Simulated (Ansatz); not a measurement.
**NbPtS3: a trial structure relaxed**

Where does NbPtS3 go from the start given, hexagonal perovskite (2H) type (P6_3/mmc, No. 194)?

Computed with Ansatz 0.2.0 (DFT PBE, scalar-relativistic, plane waves, PAW, unless a step's input says otherwise).

2 further runs of the same task are left out: 1 that didn't finish, 1 set aside as unsound or not needed.

**1. The system as given**

Symmetry: P6_3/mmc, No. 194, hexagonal system. Conventional cell: a = 6.373 Å, b = 6.373 Å, c = 5.444 Å, α = 90.00°, β = 90.00°, γ = 120.00°. Around Nb (site symmetry -6m2) lie 12 S at 3.19 to 3.42 Å. Around Pt (site symmetry -3m) lie 6 S at 2.11 Å. S (site symmetry mm2) has 2 Pt at 2.11 Å in its first shell of neighbours.

Structure file:

```
CELL_PARAMETERS angstrom
6.37258 0.00000 0.00000
-3.18629 5.51882 0.00000
0.00000 0.00000 5.44443
ATOMIC_POSITIONS crystal
Nb 0.33333 0.66667 0.75000
Nb 0.66667 0.33333 0.25000
Pt 0.00000 0.00000 0.50000
Pt 0.00000 0.00000 0.00000
S 0.14600 0.29200 0.25000
S 0.85400 0.14600 0.75000
S 0.85400 0.70800 0.75000
S 0.14600 0.85400 0.25000
S 0.70800 0.85400 0.25000
S 0.29200 0.14600 0.75000
```

(A quick probe on a coarse mesh, which set the mesh and smearing, is not shown.)

**3. Coarse relaxation**

File input.yaml:

```yaml
crystal:
  lattice:
    - [6.3725836082, 0.0, 0.0]
    - [-3.1862918041, 5.5188192925, 0.0]
    - [0.0, 0.0, 5.4444275587]
  atoms:
    - { symbol: Nb, position: [0.3333333333, 0.6666666667, 0.75] }
    - { symbol: Nb, position: [0.6666666667, 0.3333333333, 0.25] }
    - { symbol: Pt, position: [0.0, 0.0, 0.5] }
    - { symbol: Pt, position: [0.0, 0.0, 0.0] }
    - { symbol: S, position: [0.146, 0.2919999999, 0.25] }
    - { symbol: S, position: [0.854, 0.146, 0.75] }
    - { symbol: S, position: [0.854, 0.7080000001, 0.75] }
    - { symbol: S, position: [0.146, 0.854, 0.25] }
    - { symbol: S, position: [0.7080000001, 0.854, 0.25] }
    - { symbol: S, position: [0.2919999999, 0.146, 0.75] }
basis:
  ecutwfc: 420
kpoints:
  mp_grid: { grid: [3, 3, 4] }
hamiltonian:
  xc: pbe
scf:
  occupations: { method: gaussian, width: 0.1 }
  lower_state_search: "off"
output:
  forces: true
  stress: true
  eigenvalues: true
relax:
  adjacent_minimum: "off"
  f_tol: 0.04
  max_steps: 70
  cell: { stress_tol: 0.4 }
```

Started as:

```bash
ansatz run input.yaml --threads 1 --pin off --max-ram 2560MiB --backend cpu --events-out ev --progress --plain --runs-dir out
```

The session goes on with these runs: relaxing cell and atoms.

Before running it: what results should come out?

**Answer**, as computed:

Formation energies count from the elements, computed with the same settings in runs not shown here.

| quantity | value |
| --- | --- |
| cell | a = 6.391 Å, b = 6.391 Å, c = 4.973 Å, α = 90.00°, β = 90.00°, γ = 120.00° |
| space group | P6_3/mmc (No. 194) |
| volume | 17.59 Å³/atom |
| gap on the mesh | none (metal) |
| formation energy from the elements | +0.416 eV/atom |

What this shows: The space group stayed P6_3/mmc, and from the first guess the volume went from 19.15 to 17.59 Å³/atom. The formation energy of +0.42 eV/atom is positive, so the elements lie lower than this structure; another structure of the compound can lie lower. The runs treat Pt without spin-orbit coupling.
